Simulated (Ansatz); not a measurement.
# One shape, several levels: CH3BF3Ge+ (SMILES [CH3][Ge+]([F])[B](F)F)

We compute a comparison of 6 runs (HF/3-21G, PBE/6-31G, r2SCAN/6-31G, B3LYP/6-31G*, MP2/6-31G*) of CH3BF3Ge+. 

Program for the calculation: Ansatz 0.2.0.

3 further runs of the same task are left out: 1 that didn't finish, 2 set aside as unsound or not needed.

## 1. The system as given

CH3BF3Ge+ has 9 atoms, charge +1, and is taken as a singlet. SMILES: `[CH3][Ge+]([F])[B](F)F`. The shape comes from GFN2-xTB, which is rough for such elements, and wasn't checked as a minimum.

Bond lengths: C1–Ge2 2.003 Å, Ge2–F3 1.729 Å, Ge2–B4 2.228 Å, B4–F5 1.274 Å, B4–F6 1.276 Å, C1–H7 1.092 Å, C1–H8 1.097 Å, C1–H9 1.097 Å. Some angles: C1–Ge2–F3 103.8°, C1–Ge2–B4 154.9°, F3–Ge2–B4 101.3°, Ge2–B4–F5 115.3°, Ge2–B4–F6 119.5°, F5–B4–F6 125.2°, Ge2–C1–H7 111.8°, Ge2–C1–H8 107.1°, Ge2–C1–H9 107.2°, H7–C1–H8 110.9°.

## 2. Energy and gradient at HF/3-21G (run 1)

molecule.yaml reads:

```yaml
crystal:
  periodic: [false, false, false]
  atoms:
    - {symbol: C, position_ang: [-1.827570, -0.232630, -0.019740]}
    - {symbol: Ge, position_ang: [0.127990, 0.202360, -0.000590]}
    - {symbol: F, position_ang: [0.165210, 1.931220, -0.020140]}
    - {symbol: B, position_ang: [2.303130, -0.280720, 0.029180]}
    - {symbol: F, position_ang: [3.084040, 0.724700, 0.087070]}
    - {symbol: F, position_ang: [2.676590, -1.500590, -0.012720]}
    - {symbol: H, position_ang: [-2.003290, -1.308940, -0.075000]}
    - {symbol: H, position_ang: [-2.263930, 0.280640, -0.885140]}
    - {symbol: H, position_ang: [-2.262170, 0.183950, 0.897070]}
basis:
  gaussian:
    orbitals: 3-21G-spherical.json
total_charge: 1
hamiltonian:
  xc: hf
accuracy: high
output:
  forces: true
  orbitals: {seedname: orbitals}
```

The basis set 3-21G is read from a file made from the Basis Set Exchange's data (not shown).

Started as:

```
$ ansatz run molecule.yaml --threads 1 --pin off --max-ram 2610MiB --events-out events.jsonl --progress --plain --runs-dir runs
```

Output:

```text
Warning: RAYON_NUM_THREADS=1 ignored (pool sized by the plan → 1); use --threads N
Functional definition: HF
  name "HF"
  exchange = exact_x
  correlation = 0
1481 factors; integrals over basis functions are off by at most 2.7e-8 eV
mean field evaluation 1: about -66004.8910 eV, gradient 6.0e1 eV
mean field evaluation 2: about -66005.1324 eV, gradient 6.0e1 eV
mean field evaluation 4: about -66011.5529 eV, gradient 3.1e0 eV
mean field evaluation 8: about -66011.6296 eV, gradient 3.0e-1 eV
mean field evaluation 16: about -66011.6304 eV, gradient 2.7e-7 eV
mean field -66011.63044836 eV, -2425.8826746872 hartree, gradient 1.3e-8 eV, S^2 0.000000; 0 other end points of the search recorded, 0 dependent functions left out
the calculation of the forces begins
reference -66011.63044836 eV, -2425.8826746872 hartree; 36, 36 occupied and 37, 37 virtual orbitals, 1481 factors
Total energy: -66011.63044836 eV, -2425.8826746872 hartree
Atom 0 at    -1.827570    -0.232630    -0.019740 Å, force     1.151065    -0.388425     0.021557 eV/Å
Atom 1 at     0.127990     0.202360    -0.000590 Å, force    -0.338654     2.509750    -0.044254 eV/Å
Atom 2 at     0.165210     1.931220    -0.020140 Å, force    -0.029618    -1.965716     0.025043 eV/Å
Atom 3 at     2.303130    -0.280720     0.029180 Å, force    -3.064034     0.092361    -0.034223 eV/Å
Atom 4 at     3.084040     0.724700     0.087070 Å, force     1.370519     2.067821     0.115543 eV/Å
Atom 5 at     2.676590    -1.500590    -0.012720 Å, force     0.574813    -2.422340    -0.089425 eV/Å
Atom 6 at    -2.003290    -1.308940    -0.075000 Å, force    -0.006947     0.443469     0.020693 eV/Å
Atom 7 at    -2.263930     0.280640    -0.885140 Å, force     0.179429    -0.190792     0.328532 eV/Å
Atom 8 at    -2.262170     0.183950     0.897070 Å, force     0.163428    -0.146128    -0.343466 eV/Å
Dipole moment:    -0.765727    -0.646438     0.000838 e Å
```

It took 1.9 s on 1 thread of Intel Xeon 6975P-C (Granite Rapids), shared host; peak memory 0.21 GiB.

## 3. Energy and gradient at PBE/6-31G (run 2)

run.yaml reads:

```yaml
crystal:
  periodic: [false, false, false]
  atoms:
    - symbol: C
      position_ang: [-1.827570, -0.232630, -0.019740]
    - symbol: Ge
      position_ang: [0.127990, 0.202360, -0.000590]
    - symbol: F
      position_ang: [0.165210, 1.931220, -0.020140]
    - symbol: B
      position_ang: [2.303130, -0.280720, 0.029180]
    - symbol: F
      position_ang: [3.084040, 0.724700, 0.087070]
    - symbol: F
      position_ang: [2.676590, -1.500590, -0.012720]
    - symbol: H
      position_ang: [-2.003290, -1.308940, -0.075000]
    - symbol: H
      position_ang: [-2.263930, 0.280640, -0.885140]
    - symbol: H
      position_ang: [-2.262170, 0.183950, 0.897070]
basis:
  gaussian:
    orbitals: 6-31G-spherical.json
total_charge: 1
hamiltonian:
  xc: pbe
accuracy: high
output: {forces: true, orbitals: {seedname: orbitals}}
```

The basis set 6-31G is read from a file made from the Basis Set Exchange's data (not shown).

Started as:

```
$ ansatz run run.yaml --threads 1 --pin off --max-ram 2610MiB --events-out events.jsonl --progress --plain --runs-dir runs
```

Output:

```text
Warning: RAYON_NUM_THREADS=1 ignored (pool sized by the plan → 1); use --threads N
Functional definition: PBE
  name "PBE"
  parameter kappa = 0.804
  parameter beta = 0.06672455060314922
  exchange = pbe_x(kappa = kappa, mu = beta*pi^2/3)
  correlation = pbe_c(beta = beta)
1710 factors; integrals over basis functions are off by at most 7.6e-9 eV
mean field evaluation 1: about -66377.7993 eV, gradient 9.9e1 eV
mean field evaluation 2: about -66220.5687 eV, gradient 2.8e2 eV
mean field evaluation 4: about -66394.6895 eV, gradient 2.5e1 eV
mean field evaluation 8: about -66395.7558 eV, gradient 4.6e-1 eV
mean field evaluation 16: about -66395.7448 eV, gradient 6.6e-4 eV
mean field -66395.74481545 eV, -2439.9986173156 hartree, gradient 5.4e-9 eV, S^2 0.000000; 0 other end points of the search recorded, 0 dependent functions left out
the calculation of the forces begins
reference -66395.74481930 eV, -2439.9986174571 hartree; 36, 36 occupied and 42, 42 virtual orbitals, 1710 factors
Total energy: -66395.74481930 eV, -2439.9986174571 hartree
Atom 0 at    -1.827570    -0.232630    -0.019740 Å, force     0.942286    -0.164032     0.000897 eV/Å
Atom 1 at     0.127990     0.202360    -0.000590 Å, force    -0.410144    -0.848677    -0.005152 eV/Å
Atom 2 at     0.165210     1.931220    -0.020140 Å, force     0.058547     1.073172    -0.007624 eV/Å
Atom 3 at     2.303130    -0.280720     0.029180 Å, force    -2.918011     0.270735    -0.036787 eV/Å
Atom 4 at     3.084040     0.724700     0.087070 Å, force     1.740446     2.837279     0.153311 eV/Å
Atom 5 at     2.676590    -1.500590    -0.012720 Å, force     0.616824    -3.224072    -0.119942 eV/Å
Atom 6 at    -2.003290    -1.308940    -0.075000 Å, force     0.024561    -0.252066    -0.009956 eV/Å
Atom 7 at    -2.263930     0.280640    -0.885140 Å, force    -0.021569     0.163373    -0.220351 eV/Å
Atom 8 at    -2.262170     0.183950     0.897070 Å, force    -0.032940     0.144288     0.245603 eV/Å
Dipole moment:    -0.676243    -0.548041     0.000992 e Å
```

It took 5.7 s on 1 thread of Intel Xeon 6975P-C (Granite Rapids), shared host; peak memory 0.22 GiB.

## 4. Energy and forces at r2SCAN/6-31G (run 3)

input.yaml reads:

```yaml
basis:
  gaussian: {orbitals: 6-31G-spherical.json}
crystal:
  periodic: [false, false, false]
  atoms:
    - symbol: C
      position_ang: [-1.827570, -0.232630, -0.019740]
    - symbol: Ge
      position_ang: [0.127990, 0.202360, -0.000590]
    - symbol: F
      position_ang: [0.165210, 1.931220, -0.020140]
    - symbol: B
      position_ang: [2.303130, -0.280720, 0.029180]
    - symbol: F
      position_ang: [3.084040, 0.724700, 0.087070]
    - symbol: F
      position_ang: [2.676590, -1.500590, -0.012720]
    - symbol: H
      position_ang: [-2.003290, -1.308940, -0.075000]
    - symbol: H
      position_ang: [-2.263930, 0.280640, -0.885140]
    - symbol: H
      position_ang: [-2.262170, 0.183950, 0.897070]
total_charge: 1
hamiltonian: {xc: {name: r2SCAN}}
accuracy: high
output: {forces: true, orbitals: {seedname: orbitals}}
```

The basis set 6-31G is read from a file made from the Basis Set Exchange's data (not shown).

Started as:

```
$ ansatz run input.yaml --threads 1 --pin off --max-ram 2610MiB --events-out events.jsonl --progress --plain --runs-dir runs
```

Output:

```text
Warning: RAYON_NUM_THREADS=1 ignored (pool sized by the plan → 1); use --threads N
Functional definition: r2SCAN
  name "r2SCAN"
  parameter k0 = 0.174
  parameter k1 = 0.065
  parameter a1 = 4.9479
  exchange = r2scan_x(k0 = k0, k1 = k1, a1 = a1)
  correlation = r2scan_c
1710 factors; integrals over basis functions are off by at most 7.6e-9 eV
mean field evaluation 1: about -66393.9220 eV, gradient 9.2e1 eV
mean field evaluation 2: about -66285.6693 eV, gradient 2.4e2 eV
mean field evaluation 4: about -66408.9176 eV, gradient 1.6e1 eV
mean field evaluation 8: about -66409.3932 eV, gradient 9.7e-1 eV
mean field evaluation 16: about -66409.3953 eV, gradient 1.1e-4 eV
mean field -66409.39528130 eV, -2440.5002626830 hartree, gradient 3.3e-8 eV, S^2 0.000000; 0 other end points of the search recorded, 0 dependent functions left out
the calculation of the forces begins
reference -66409.39528222 eV, -2440.5002627167 hartree; 36, 36 occupied and 42, 42 virtual orbitals, 1710 factors
Total energy: -66409.39528222 eV, -2440.5002627167 hartree
Atom 0 at    -1.827570    -0.232630    -0.019740 Å, force     0.975151    -0.172157     0.001263 eV/Å
Atom 1 at     0.127990     0.202360    -0.000590 Å, force    -0.516129    -0.403824    -0.011620 eV/Å
Atom 2 at     0.165210     1.931220    -0.020140 Å, force     0.053665     0.534387    -0.001712 eV/Å
Atom 3 at     2.303130    -0.280720     0.029180 Å, force    -2.767453     0.263095    -0.034355 eV/Å
Atom 4 at     3.084040     0.724700     0.087070 Å, force     1.529670     2.556403     0.136930 eV/Å
Atom 5 at     2.676590    -1.500590    -0.012720 Å, force     0.549696    -2.899683    -0.108365 eV/Å
Atom 6 at    -2.003290    -1.308940    -0.075000 Å, force     0.045630    -0.001255     0.003473 eV/Å
Atom 7 at    -2.263930     0.280640    -0.885140 Å, force     0.072271     0.061769    -0.033505 eV/Å
Atom 8 at    -2.262170     0.183950     0.897070 Å, force     0.057499     0.061263     0.047890 eV/Å
Dipole moment:    -0.715501    -0.578967     0.001038 e Å
```

It took 11 s on 1 thread of Intel Xeon 6975P-C (Granite Rapids), shared host; peak memory 0.29 GiB.

Runs 4 to 5 aren't shown in full; the table further down has their settings and results.

## 5. Energy and forces at MP2/6-31G(d) (spherical functions) (run 6)

in.yaml reads:

```yaml
crystal:
  periodic: [false, false, false]
  atoms:
    - {symbol: C, position_ang: [-1.827570, -0.232630, -0.019740]}
    - {symbol: Ge, position_ang: [0.127990, 0.202360, -0.000590]}
    - {symbol: F, position_ang: [0.165210, 1.931220, -0.020140]}
    - {symbol: B, position_ang: [2.303130, -0.280720, 0.029180]}
    - {symbol: F, position_ang: [3.084040, 0.724700, 0.087070]}
    - {symbol: F, position_ang: [2.676590, -1.500590, -0.012720]}
    - {symbol: H, position_ang: [-2.003290, -1.308940, -0.075000]}
    - {symbol: H, position_ang: [-2.263930, 0.280640, -0.885140]}
    - {symbol: H, position_ang: [-2.262170, 0.183950, 0.897070]}
basis:
  gaussian: {orbitals: 6-31G_st_-spherical.json}
total_charge: 1
correlation: {method: mp2, frozen_orbitals: {B: 1, C: 1, F: 1, Ge: 9, H: 0}}
accuracy: high
output: {forces: true, orbitals: {seedname: orbitals}}
```

The basis set 6-31G* is read from a file made from the Basis Set Exchange's data (not shown).

Started as:

```
$ ansatz run in.yaml --threads 1 --pin off --max-ram 2610MiB --events-out events.jsonl --progress --plain --runs-dir runs
```

Output:

```text
Warning: RAYON_NUM_THREADS=1 ignored (pool sized by the plan → 1); use --threads N
[... 10 lines left out ...]
14 core orbitals not correlated: weight in the atoms' cores, before any rotation towards them, 1.000 or more for the frozen orbitals, at most 0.000 for the correlated occupied ones
[... 4 lines left out ...]
Total energy: -66354.89016594 eV, -2438.4972366384 hartree
[... 9 lines left out ...]
Dipole moment:    -0.633389    -0.535951     0.000908 e Å
```

Run time: 12 s. Hardware: 1 thread of Intel Xeon 6975P-C (Granite Rapids), shared host; peak memory 0.5 GiB.

## 6. All runs side by side

| run | level | Cartesian functions | frozen core orbitals | energy (Eh) | HOMO energy (eV) | LUMO energy (eV) | HOMO–LUMO gap (eV) | wall time |
| --- | --- | --- | --- | --- | --- | --- | --- | --- |
| 1 | HF/3-21G | no | – | -2425.882675 | -17.77 | -5.91 | 11.86 | 1.9 s |
| 2 | PBE/6-31G | no | – | -2439.998617 | -13.43 | -9.87 | 3.55 | 5.7 s |
| 3 | r2SCAN/6-31G | no | – | -2440.500263 | -13.85 | -9.87 | 3.97 | 11 s |
| 4 | B3LYP/6-31G* (spherical functions) | no | – | -2440.887914 | -14.35 | -9.17 | 5.18 | 11 s |
| 5 | B3LYP/6-31G* (Cartesian functions) | yes | – | -2440.898344 | -14.35 | -9.15 | 5.20 | 11 s |
| 6 | MP2/6-31G* (spherical functions) | no | 14 | -2438.497237 | -17.77 | -5.79 | 11.99 | 12 s |

## 7. Outcome

```
                                           quantity           value
                                run 6: total energy  -2438.49724 Eh
         run 6: HOMO energy (Hartree–Fock orbitals)       -17.77 eV
         run 6: LUMO energy (Hartree–Fock orbitals)        -5.79 eV
       run 6: HOMO–LUMO gap (Hartree–Fock orbitals)        11.99 eV
run 6: correlation energy (14 core orbitals frozen)      -946.1 mEh
                    run 6: largest force on an atom      1.530 eV/Å
```

What this shows: Over runs 1, 2, 3, 4, 5 the HOMO–LUMO gap runs from 3.55 eV (PBE/6-31G) to 11.86 eV (HF/3-21G). The two ends differ in method and basis. Totals of different functionals can't be ranked against each other. All runs together took 52 s, the longest 12 s.
